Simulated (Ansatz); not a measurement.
**ZnSe (zincblende type): how the settings move a single-point run**

How sensitive is a single-point run of ZnSe (zincblende type) to its settings? A reference run comes first, then one run with altered input.

Program: Ansatz 0.2.0. Level of theory: reference: DFT, LDA, all-electron PAW with datasets made for the crystal, scalar-relativistic. These are calculated values, not measurements.

**1. Starting point**

It takes space group F-43m (No. 216, cubic). Conventional cell: a = 5.568 Å, b = 5.568 Å, c = 5.568 Å, α = 90.00°, β = 90.00°, γ = 90.00°. Zn (site symmetry -43m) is surrounded by 4 Se at 2.41 Å. Se (site symmetry -43m) has 4 Zn at 2.41 Å in its first shell of neighbours.

Coordinates:

```
Zn Se
1.0
     0.00000    2.78390    2.78390
     2.78390    0.00000    2.78390
     2.78390    2.78390    0.00000
Zn Se
1 1
Direct
  0.00000 0.00000 0.00000
  0.25000 0.25000 0.25000
```

**2. The reference run**

input.yaml reads:

```yaml
crystal:
  lattice:
    - [0.0, 2.7839022724, 2.7839022724]
    - [2.7839022724, 0.0, 2.7839022724]
    - [2.7839022724, 2.7839022724, 0.0]
  atoms:
    - { symbol: Zn, position: [0.0, 0.0, 0.0] }
    - { symbol: Se, position: [0.25, 0.25, 0.25] }
kpoints:
  mp_grid: { grid: [11, 11, 11] }
scf:
  occupations: { method: fermi_dirac, width: 0.08 }
hamiltonian:
  xc: lda
  pseudopotentials: { kind: all_electron, datasets: crystal }
output:
  forces: true
  stress: true
  eigenvalues: true
```

Launch:

```console
$ ansatz run input.yaml --threads 1 --pin off --max-ram 2048MiB --backend cpu --events-out ev --progress --plain --runs-dir out
```

**3. Changed: mp_grid.grid [14, 14, 14], occupations.method gaussian, occupations.width 0.3, dispersion d4**

input.yaml, as its differences from that of step 2:

```diff
@@ -9,5 +9,5 @@
 kpoints:
-  mp_grid: { grid: [11, 11, 11] }
+  mp_grid: { grid: [14, 14, 14] }
 scf:
-  occupations: { method: fermi_dirac, width: 0.08 }
+  occupations: { method: gaussian, width: 0.3 }
 hamiltonian:
@@ -15,2 +15,3 @@
   pseudopotentials: { kind: all_electron, datasets: crystal }
+  dispersion: d4
 output:
```

What does the calculation give? Wanted: for each run, ending; energy change; pressure; gap; force.

**Answer**, as computed:

| run | ending | energy change | pressure (GPa) | gap (eV) | force (eV/Å) | cycles | time |
| --- | --- | --- | --- | --- | --- | --- | --- |
| reference | converged | 0 | 0.0 | 1.25 | 0.00 | 9 | 11 s |
| 1: mp_grid.grid [14, 14, 14], occupations.method gaussian, occupations.width 0.3, dispersion d4 | converged | -335.5 meV/atom (σ→0) (dispersion and other settings together) | -2.6 | 1.25 | 0.00 | 9 | 18 s |

Residual by cycle in the longest SCF loop of each run; runs are numbered as in the table. The quantity is the density residual dr2, in eV.

| cycle | reference | run 1 |
| --- | --- | --- |
| 1 | 0.79 | 0.789 |
| 2 | 0.0391 | 0.039 |
| 3 | 0.0155 | 0.0154 |
| 4 | 6.5e-4 | 6.6e-4 |
| 5 | 2.7e-5 | 2.7e-5 |
| 6 | 7.1e-6 | 7.1e-6 |
| 7 | 9.2e-7 | 9.3e-7 |
| 8 | 1.8e-8 | 1.9e-8 |
| 9 | 3.4e-10 | 3.3e-10 |

What this shows: The energy moves by -335.5 meV/atom, nearly all of it the dispersion term itself (-335.4 meV/atom); that offset belongs to the model and is no gain or loss of stability; the pressure goes from 0.0 to -2.6 GPa. The damping parameters are borrowed, as the log notes.
